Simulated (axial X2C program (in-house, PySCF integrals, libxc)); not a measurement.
# SeCu⁻: from the state search to constants

Aim: find the lowest determinant of SeCu⁻, scan the bond at several levels and fit the constants, once spin-free and once with spin–orbit coupling.

Computed with an in-house X2C program for linear molecules on PySCF integrals. Level: all-electron X2C, Se dyall-av2z, Cu dyall-av2z.

All values are calculated.

## (1) Set-up

Contents of task.json:

```json
{"zs": [34, 29], "q": -1, "bas": ["dyall-av2z", "dyall-av2z"], "levels": ["PBE0", "HF", "B3LYP", "BHandHLYP"], "cc": false, "r0": 2.22, "npts": 10, "nst": 2, "ntry": 6}
```

Keys: zs atomic numbers; q charge; bas basis sets; levels methods (HF also brings MP2); cc coupled cluster on or off; r0 starting distance in Å; npts points asked for on the curve; nst determinants followed; ntry starts of the search.

The run is started by

```bash
$ python so2c.py task.json out
```

Spin-free means the one-electron spin-free X2C Hamiltonian; two-component (2c) means X2C with spin–orbit coupling and atomic mean-field two-electron Coulomb and Gaunt terms. Basis: Se dyall-av2z contracted to [8s9p6d], Cu dyall-av2z contracted to [8s9p6d2f]; Gaussian nuclei, density fitting. Masses: Se 79.917 u, Cu 62.930 u.

Notation: σ, π±, δ± give the projection m of an orbital's angular momentum (0, ±1, ±2), α and β its spin, Λ and M_S the sums; ω is the projection of a spinor's total angular momentum and Ω the sum. Logs are in hartree.

The results follow Hamiltonian by Hamiltonian and level by level.

## (2) State search with PBE0

Determinants are compared with PBE0 at 2.220 Å.

Spin-free determinants:

| ΔE (eV) | state | open shells |
| --- | --- | --- |
| 0.00 | M_S = 0, Λ = 0 | closed shell |
| 0.76 | M_S = 1, Λ = 1 | beyond closed shells: σα, π+α, π+β, π-α |
| 0.84 | M_S = 0, Λ = 1 | beyond closed shells: σβ, π+α, π+β, π-α |
| 1.59 | M_S = 1, Λ = 0 | beyond closed shells: 2 × σα |
| 2.31 | M_S = 1, Λ = 2 | beyond closed shells: 2 × π+α, π+β, π-α |
| 2.31 | M_S = 1, Λ = 0 | beyond closed shells: π+α, π+β, 2 × π-α |
| 2.32 | M_S = 0, Λ = 2 | beyond closed shells: π+α, 2 × π+β, π-α |

Two-component determinants:

```tsv
ΔE (eV)	state	open shells
0.00	Ω = 0	closed shell
0.68	Ω = 2	excess of +ω over −ω: ω = 1/2, ω = 3/2
0.75	Ω = 1	excess of +ω over −ω: ω = -1/2, ω = 3/2
0.94	Ω = 1	excess of +ω over −ω: 2 × ω = 1/2
2.22	Ω = 3	excess of +ω over −ω: 2 × ω = 3/2
2.42	Ω = 1	excess of +ω over −ω: ω = -1/2, ω = 3/2
2.43	Ω = 2	excess of +ω over −ω: ω = 1/2, ω = 3/2
```

## (3) PBE0, spin-free

State followed: M_S = 0, Λ = 0 (closed shell). The scan is laid around 2.175 Å, a first estimate of the minimum, and this SCF restarts from the orbitals of the search.

Output at 2.175 Å:

```text
spin-free X2C-1e  PBE0
basis functions 144  fitting functions 923  grid points 5799
iter        total energy     max residual
   1      -4083.966484582     2.03e+00
   2      -4084.283267925     3.49e-02
   3      -4084.285375656     3.33e-02
   4      -4084.285635064     8.33e-03
   5      -4084.285736079     1.46e-02
   6      -4084.286031287     5.15e-03
   7      -4084.286063490     7.21e-04
   8      -4084.286071105     9.71e-04
   9      -4084.286071816     1.84e-04
  10      -4084.286071869     3.90e-05
  11      -4084.286071873     2.73e-05
  12      -4084.286071874     1.30e-06
converged
one-electron -6179.56856711  Coulomb 2011.74332506  exact exchange -38.33916442  xc functional -118.01533436  nuclear repulsion 239.89366895
```

Along the bond, energies from the lowest point:

```tsv
R (Å)	E (eV)	μ (D)	HOMO (eV)	LUMO (eV)	iterations
1.892	0.7728	3.33	-0.30	2.08	22
1.979	0.3101	3.57	-0.30	2.02	13
2.045	0.1178	3.74	-0.30	1.98	12
2.110	0.0226	3.90	-0.30	1.93	13
2.175	0.0000	4.06	-0.30	1.88	12
2.251	0.0405	4.22	-0.30	1.81	13
2.327	0.1317	4.36	-0.31	1.75	13
2.425	0.2969	4.52	-0.31	1.66	13
2.545	0.5392	4.66	-0.33	1.55	13
2.719	0.9178	4.76	-0.37	1.40	16
```

Dipoles are positive if Cu is the positive end and refer to the centre of mass.

Outer orbitals at the reference distance:

```tsv
symmetry	occupied	ε (eV)	atomic character
σα	yes	-12.01	77% Se s, 9% Cu p, 8% Cu d
σα	yes	-3.38	69% Cu d, 24% Se p, 3% Se s
π-α	yes	-3.15	93% Cu d, 6% Se p
π+α	yes	-3.15	93% Cu d, 6% Se p
δ-α	yes	-2.68	100% Cu d
δ+α	yes	-2.68	100% Cu d
σα	yes	-1.58	42% Se p, 31% Cu s, 23% Cu d
π+α	yes	-0.30	78% Se p, 11% Cu p, 10% Cu d
π-α	yes	-0.30	78% Se p, 11% Cu p, 10% Cu d
σα	no	1.88	45% Cu s, 38% Cu p, 11% Se p
π-α	no	2.48	98% Cu p
π+α	no	2.48	98% Cu p
σα	no	2.52	86% Cu p, 6% Cu s, 4% Se p
```

PBE0 fields in the half plane through the axis: z from -2.4 to 4.5 Å across, distance from the axis 0.15 to 2.25 Å upwards; Se lies at z = 0 and Cu at z = 2.175 Å; the ELF is damped to zero where the density is low.

log10 density (e/bohr³). Ten even steps from '0' (-4.09 ) to '9' (1.42 ):
```
001112222222222221111000
001122333332222222211100
011223333333333333221100
112233444444333433322110
112334455544444444332210
122344556555455655432210
123345667655557776533211
123345689865568987543211
```

ELF. Ten even steps from ' ' (0.00 ) to '@' (0.84 ):
```
      ..::--==++++==--::::::::::::::....        
      ::==++**####**++==--::::::::::::....      
    ..--++##%%%%%%##**==----::----::::....      
    ::==**%%@@@@@@@@##++==--::::----::....      
  ..::==##@@@@@@@@@@%%##==::..::::::::..        
  ..::++%%@@%%++--++####==..::----::..          
  ..--++%%%%--::++::--##--::**%%##==..          
  ..--++%%**::%%::%%..**----%%--##**..          
```

Re = 2.167 Å, ωe = 318 cm⁻¹, ωexe = 1.09 cm⁻¹, Be = 0.102 cm⁻¹, De = 2.60 eV, μ = 4.04 D.

## (4) HF, spin-free

Output at 2.175 Å:

```text
spin-free X2C-1e  HF
basis functions 144  fitting functions 923  grid points 5799
iter        total energy     max residual
   1      -4081.288230768     3.09e-01
   2      -4081.327323744     3.41e-02
   3      -4081.327708914     8.39e-02
   4      -4081.334281453     7.00e-03
   5      -4081.334600892     1.97e-03
   6      -4081.334864007     5.63e-03
   7      -4081.334891181     8.12e-04
   8      -4081.334894984     2.63e-04
   9      -4081.334895184     7.02e-05
  10      -4081.334895218     8.56e-06
  11      -4081.334895223     1.14e-05
  12      -4081.334895224     2.33e-06
converged
one-electron -6182.06431485  Coulomb 2014.47749511  exact exchange -153.64174443  xc functional 0.00000000  nuclear repulsion 239.89366895
```

Re = 2.249 Å, ωe = 283.0 cm⁻¹, ωexe = 0.847 cm⁻¹, Be = 0.09469 cm⁻¹, De = 0.895 eV, μ = 6.83 D.

## (5) B3LYP, spin-free

The SCF at the reference distance of 2.175 Å:

```text
spin-free X2C-1e  B3LYP
basis functions 144  fitting functions 923  grid points 5799
iter        total energy     max residual
   1      -4084.918288507     5.21e-02
   2      -4084.919407469     9.29e-03
   3      -4084.920093311     8.65e-03
   4      -4084.920261319     5.36e-03
   5      -4084.920319855     1.69e-03
   6      -4084.920329574     3.93e-04
   7      -4084.920330659     1.29e-04
   8      -4084.920330945     3.82e-05
   9      -4084.920330951     1.50e-05
converged
one-electron -6179.15034582  Coulomb 2011.30218873  exact exchange -30.66316616  xc functional -126.30267665  nuclear repulsion 239.89366895
```

Re = 2.188 Å, ωe = 304 cm⁻¹, ωexe = 1.11 cm⁻¹, Be = 0.1 cm⁻¹, De = 2.52 eV, μ = 3.65 D.

## (6) BHandHLYP, spin-free

The SCF at the reference distance of 2.175 Å:

```text
spin-free X2C-1e  BHandHLYP
basis functions 144  fitting functions 923  grid points 5799
iter        total energy     max residual
   1      -4084.694353269     1.05e-01
   2      -4084.695878498     2.12e-02
   3      -4084.697391844     4.64e-02
   4      -4084.698362906     4.06e-03
   5      -4084.698402576     7.84e-03
   6      -4084.698509412     1.49e-03
   7      -4084.698512329     2.65e-04
   8      -4084.698513247     3.01e-04
   9      -4084.698513468     1.87e-05
  10      -4084.698513475     7.65e-06
converged
one-electron -6180.86131100  Coulomb 2013.12141322  exact exchange -76.73228977  xc functional -80.11999487  nuclear repulsion 239.89366895
```

Re = 2.191 Å, ωe = 304 cm⁻¹, ωexe = 1.03 cm⁻¹, Be = 0.09974 cm⁻¹, De = 2.10 eV, μ = 4.80 D.

## (7) Correlated methods, spin-free

Correlated methods: 18 electrons correlated (frozen shells, counted by type: Se 3 s, 2 p, 1 d; Cu 3 s, 2 p), 170 virtual spinors in MP2.

MP2: Re = 2.131 Å, ωe = 340 cm⁻¹, Be = 0.1054 cm⁻¹, De = 2.86 eV.

## (8) A higher determinant, spin-free

State: M_S = 1, Λ = 1 (beyond closed shells: σα, π+α, π+β, π-α).

Output at the reference distance:

```text
spin-free X2C-1e  PBE0
basis functions 144  fitting functions 923  grid points 5799
iter        total energy     max residual
   1      -4083.931014191     1.77e+00
   2      -4084.254203964     3.13e-02
   3      -4084.255644604     2.61e-02
   4      -4084.256019533     1.14e-02
   5      -4084.256622856     7.15e-03
   6      -4084.256693761     4.03e-03
   7      -4084.256716474     3.03e-04
   8      -4084.256717590     4.86e-04
   9      -4084.256718097     5.41e-05
  10      -4084.256718229     8.04e-05
  11      -4084.256718255     3.13e-05
  12      -4084.256718260     4.29e-06
converged
one-electron -6177.10670142  Coulomb 2009.26277541  exact exchange -38.33018540  xc functional -117.97627579  nuclear repulsion 239.89366895
```

```tsv
R (Å)	E above the lowest PBE0 point (eV)
1.892	1.801
1.979	1.264
2.045	1.019
2.110	0.873
2.175	0.799
2.251	0.777
2.327	0.803
2.425	0.879
2.545	1.004
```

Re = 2.242 Å, ωe = 256.4 cm⁻¹, ωexe = 1.74 cm⁻¹, Be = 0.09525 cm⁻¹, μ = -2.29 D. Te = 0.78 eV.

## (9) The spin-free curves together

Energy (eV) of the followed determinant, spin-free, from each level's lowest point:

```tsv
R (Å)	PBE0	HF	MP2	B3LYP	BHandHLYP
1.892	0.773	1.133	0.641	0.857	0.868
1.979	0.310	0.562	0.220	0.366	0.375
2.045	0.118	0.291	0.062	0.154	0.160
2.110	0.023	0.122	0.000	0.040	0.043
2.175	0.000	0.031	0.010	0.000	0.000
2.251	0.041	0.000	0.085	0.021	0.018
2.327	0.132	0.029	0.207	0.093	0.089
2.425	0.297	0.127	0.407	0.236	0.231
2.545	0.539	0.307	0.683	0.452	0.450
2.719	0.918	0.626	1.099	0.796	0.804
```

## (10) PBE0, 2c

State followed: Ω = 0 (closed shell). The scan is laid around 2.175 Å, a first estimate of the minimum, and this SCF restarts from the orbitals of the search.

The SCF at the reference distance of 2.175 Å:

```text
two-component X2C + atomic mean field  PBE0
basis functions 144  fitting functions 923  grid points 5799
iter        total energy     max residual
   1      -4082.659214656     1.56e+00
   2      -4082.977637270     2.72e-02
   3      -4082.979736216     2.58e-02
   4      -4082.979986779     6.39e-03
   5      -4082.980089706     1.11e-02
   6      -4082.980385030     4.02e-03
   7      -4082.980419798     6.48e-04
   8      -4082.980427634     7.66e-04
   9      -4082.980428427     1.39e-04
  10      -4082.980428491     3.93e-05
  11      -4082.980428500     2.62e-05
  12      -4082.980428504     8.37e-06
converged
one-electron -6176.21647807  Coulomb 2011.04467024  exact exchange -38.32553352  xc functional -117.97295574  nuclear repulsion 239.89366895  atomic mean-field constant -1.40380035
```

Along the bond, energies from the lowest point:

```tsv
R (Å)	E (eV)	μ (D)	HOMO (eV)	LUMO (eV)	iterations
1.892	0.7822	3.31	-0.20	2.08	22
1.979	0.3164	3.54	-0.20	2.03	13
2.045	0.1219	3.71	-0.20	1.98	12
2.110	0.0247	3.86	-0.20	1.93	13
2.175	0.0000	4.01	-0.20	1.88	12
2.251	0.0381	4.16	-0.21	1.82	13
2.327	0.1266	4.28	-0.21	1.75	14
2.425	0.2882	4.41	-0.22	1.67	14
2.545	0.5252	4.50	-0.25	1.57	14
2.719	0.8935	4.49	-0.31	1.42	17
```

Dipoles are positive if Cu is the positive end and refer to the centre of mass.

Outer spinors at the reference distance:

```
  ω  occupied  ε (eV)              atomic character     λ mixture
1/2       yes  -12.02    77% Se s, 9% Cu p, 8% Cu d        100% σ
1/2       yes   -3.41   73% Cu d, 21% Se p, 3% Se s  89% σ, 11% π
1/2       yes   -3.19            88% Cu d, 11% Se p  88% π, 12% σ
3/2       yes   -3.13             94% Cu d, 5% Se p   92% π, 8% δ
3/2       yes   -2.75                      99% Cu d   92% δ, 8% π
5/2       yes   -2.57                     100% Cu d        100% δ
1/2       yes   -1.58  42% Se p, 31% Cu s, 24% Cu d   99% σ, 1% π
1/2       yes   -0.40  78% Se p, 11% Cu d, 11% Cu p   99% π, 1% σ
3/2       yes   -0.20  78% Se p, 12% Cu p, 10% Cu d        100% π
1/2        no    1.88  45% Cu s, 38% Cu p, 11% Se p        100% σ
1/2        no    2.48                      98% Cu p   99% π, 1% σ
3/2        no    2.48                      98% Cu p        100% π
1/2        no    2.53    86% Cu p, 6% Cu s, 4% Se p   99% σ, 1% π
```

PBE0 fields in the half plane through the axis: z from -2.4 to 4.5 Å across, distance from the axis 0.15 to 2.25 Å upwards; Se lies at z = 0 and Cu at z = 2.175 Å; the ELF is damped to zero where the density is low.

log10 density (e/bohr³). Ten even steps from '0' (-4.08 ) to '9' (1.42 ):
```
001112222222222221111000
001122333332222222211100
011223333333333333221100
112233444444333433322110
112334455544444444332210
122344556555455655432210
123345567655557776533211
123345689865568987543211
```

ELF. Ten even steps from '0' (0.00 ) to '9' (0.84 ):
```
000123455432222222110000
000245677654322222211000
001357888764332332211000
002468999975432233211000
012479999987421222210000
012589853577412332110000
013588325237326874100000
013586282816338376100000
```

Re = 2.169 Å, ωe = 316 cm⁻¹, ωexe = 1.11 cm⁻¹, Be = 0.1018 cm⁻¹, De = 2.54 eV, μ = 4.00 D.

## (11) HF, 2c

The SCF at the reference distance of 2.175 Å:

```text
two-component X2C + atomic mean field  HF
basis functions 144  fitting functions 923  grid points 5799
iter        total energy     max residual
   1      -4079.984073335     3.09e-01
   2      -4080.023140123     3.41e-02
   3      -4080.023526134     8.39e-02
   4      -4080.030091572     6.98e-03
   5      -4080.030409925     1.95e-03
   6      -4080.030670820     5.60e-03
   7      -4080.030698023     8.06e-04
   8      -4080.030701916     2.75e-04
   9      -4080.030702150     7.58e-05
  10      -4080.030702199     1.13e-05
  11      -4080.030702209     1.91e-05
  12      -4080.030702213     6.13e-06
  13      -4080.030702214     1.86e-06
converged
one-electron -6178.70170586  Coulomb 2013.76797371  exact exchange -153.58683866  xc functional 0.00000000  nuclear repulsion 239.89366895  atomic mean-field constant -1.40380035
```

Re = 2.251 Å, ωe = 281.6 cm⁻¹, ωexe = 0.866 cm⁻¹, Be = 0.09449 cm⁻¹, De = 0.805 eV, μ = 6.79 D.

## (12) B3LYP, 2c

Output at 2.175 Å:

```text
two-component X2C + atomic mean field  B3LYP
basis functions 144  fitting functions 923  grid points 5799
iter        total energy     max residual
   1      -4083.612257013     5.28e-02
   2      -4083.613381060     9.29e-03
   3      -4083.614064367     8.73e-03
   4      -4083.614232147     5.43e-03
   5      -4083.614290821     1.72e-03
   6      -4083.614301099     4.04e-04
   7      -4083.614302365     1.39e-04
   8      -4083.614302768     4.33e-05
   9      -4083.614302853     2.56e-05
  10      -4083.614302896     2.16e-05
  11      -4083.614302900     1.83e-05
converged
one-electron -6175.79862784  Coulomb 2010.60393343  exact exchange -30.65226862  xc functional -126.25720847  nuclear repulsion 239.89366895  atomic mean-field constant -1.40380035
```

Re = 2.191 Å, ωe = 302 cm⁻¹, ωexe = 1.14 cm⁻¹, Be = 0.09977 cm⁻¹, De = 2.42 eV, μ = 3.60 D.

## (13) BHandHLYP, 2c

Output at 2.175 Å:

```text
two-component X2C + atomic mean field  BHandHLYP
basis functions 144  fitting functions 923  grid points 5799
iter        total energy     max residual
   1      -4083.388917489     1.05e-01
   2      -4083.390446470     2.11e-02
   3      -4083.391953734     4.65e-02
   4      -4083.392927108     4.05e-03
   5      -4083.392965490     7.77e-03
   6      -4083.393071696     1.48e-03
   7      -4083.393074590     2.69e-04
   8      -4083.393075510     3.00e-04
   9      -4083.393075734     1.87e-05
  10      -4083.393075741     7.90e-06
converged
one-electron -6177.50531408  Coulomb 2012.41874202  exact exchange -76.70496272  xc functional -80.09140956  nuclear repulsion 239.89366895  atomic mean-field constant -1.40380035
```

Re = 2.194 Å, ωe = 302 cm⁻¹, ωexe = 1.06 cm⁻¹, Be = 0.09949 cm⁻¹, De = 2.01 eV, μ = 4.75 D.

## (14) Correlated methods, 2c

Correlated methods: 18 electrons correlated (frozen shells, counted by type: Se 3 s, 2 p, 1 d; Cu 3 s, 2 p), 170 virtual spinors in MP2.

MP2: Re = 2.134 Å, ωe = 338 cm⁻¹, Be = 0.1052 cm⁻¹, De = 2.77 eV.

## (15) A higher determinant, 2c

State: Ω = 2 (excess of +ω over −ω: ω = 1/2, ω = 3/2).

Output at the reference distance:

```text
two-component X2C + atomic mean field  PBE0
basis functions 144  fitting functions 923  grid points 5799
iter        total energy     max residual
   1      -4082.627094180     1.48e+00
   2      -4082.951748516     2.60e-02
   3      -4082.953197234     2.17e-02
   4      -4082.953584030     9.25e-03
   5      -4082.954164790     5.82e-03
   6      -4082.954234027     3.27e-03
   7      -4082.954255719     2.42e-04
   8      -4082.954256739     3.89e-04
   9      -4082.954257191     4.89e-05
  10      -4082.954257296     5.75e-05
  11      -4082.954257320     2.78e-05
  12      -4082.954257324     3.61e-06
converged
one-electron -6173.81939027  Coulomb 2008.62808083  exact exchange -38.31729094  xc functional -117.93552554  nuclear repulsion 239.89366895  atomic mean-field constant -1.40380035
```

```tsv
R (Å)	E above the lowest PBE0 point (eV)
1.892	1.725
1.979	1.185
2.045	0.937
2.110	0.789
2.175	0.712
2.251	0.688
2.327	0.712
2.425	0.785
2.545	0.908
```

Re = 2.246 Å, ωe = 254.4 cm⁻¹, ωexe = 1.72 cm⁻¹, Be = 0.09494 cm⁻¹, μ = -2.35 D. Te = 0.69 eV.

## (16) The 2c curves together

Energy (eV) of the followed determinant, 2c, from each level's lowest point:

```tsv
R (Å)	PBE0	HF	MP2	B3LYP	BHandHLYP
1.892	0.782	1.143	0.649	0.867	0.878
1.979	0.316	0.569	0.225	0.373	0.382
2.045	0.122	0.297	0.064	0.159	0.165
2.110	0.025	0.126	0.000	0.043	0.045
2.175	0.000	0.033	0.008	0.000	0.000
2.251	0.038	0.000	0.080	0.018	0.016
2.327	0.127	0.027	0.200	0.088	0.084
2.425	0.288	0.123	0.397	0.226	0.222
2.545	0.525	0.299	0.669	0.435	0.436
2.719	0.894	0.611	1.078	0.767	0.779
```

Time for the job: 2.5 min (1 thread of Arm Neoverse N1, shared host); peak memory 0.31 GiB.

## (17) What came out

Lowest determinant that the search found at its distance, spin-free: M_S = 0, Λ = 0 (closed shell).

Lowest determinant that the search found at its distance, 2c: Ω = 0 (closed shell).

| Hamiltonian | level | Re (Å) | ωe (cm⁻¹) | De (eV) | μ (D) |
| --- | --- | --- | --- | --- | --- |
| spin-free | PBE0 | 2.167 | 318 | 2.60 | 4.04 |
| spin-free | HF | 2.249 | 283.0 | 0.895 | 6.83 |
| spin-free | MP2 | 2.131 | 340 | 2.86 | n/a |
| spin-free | B3LYP | 2.188 | 304 | 2.52 | 3.65 |
| spin-free | BHandHLYP | 2.191 | 304 | 2.10 | 4.80 |
| 2c | PBE0 | 2.169 | 316 | 2.54 | 4.00 |
| 2c | HF | 2.251 | 281.6 | 0.805 | 6.79 |
| 2c | MP2 | 2.134 | 338 | 2.77 | n/a |
| 2c | B3LYP | 2.191 | 302 | 2.42 | 3.60 |
| 2c | BHandHLYP | 2.194 | 302 | 2.01 | 4.75 |

Dipoles are positive if Cu is the positive end and refer to the centre of mass.

Time per point (s) on 1 thread of Arm Neoverse N1, shared host (2c runs); the times are rough: PBE0 1, HF 0.55, MP2 0.8, B3LYP 1.1, BHandHLYP 0.99.

What this shows: At MP2, going from spin-free to two-component changes Re by +2 mÅ, ωe by -0.4 %; the spin-free picture holds up (part of it comes from the scalar share of the two-electron terms). It costs about 1.5 times the time. De moves by -0.09 eV; both De rest on single-determinant atoms, which can miss part of an open shell's spin–orbit lowering.

De refers to Se- + Cu, each in the lowest determinant found, which need not be this curve's own limit. Each curve is one determinant whose occupation by symmetry is held fixed; it was picked as the lowest of a PBE0 search that is not exhaustive. The closed shell is kept restricted; where the fragments are open shells, the energy then runs too high at long range. De is counted from the lowest determinant-based energies of the atoms at the same level, without counterpoise correction.
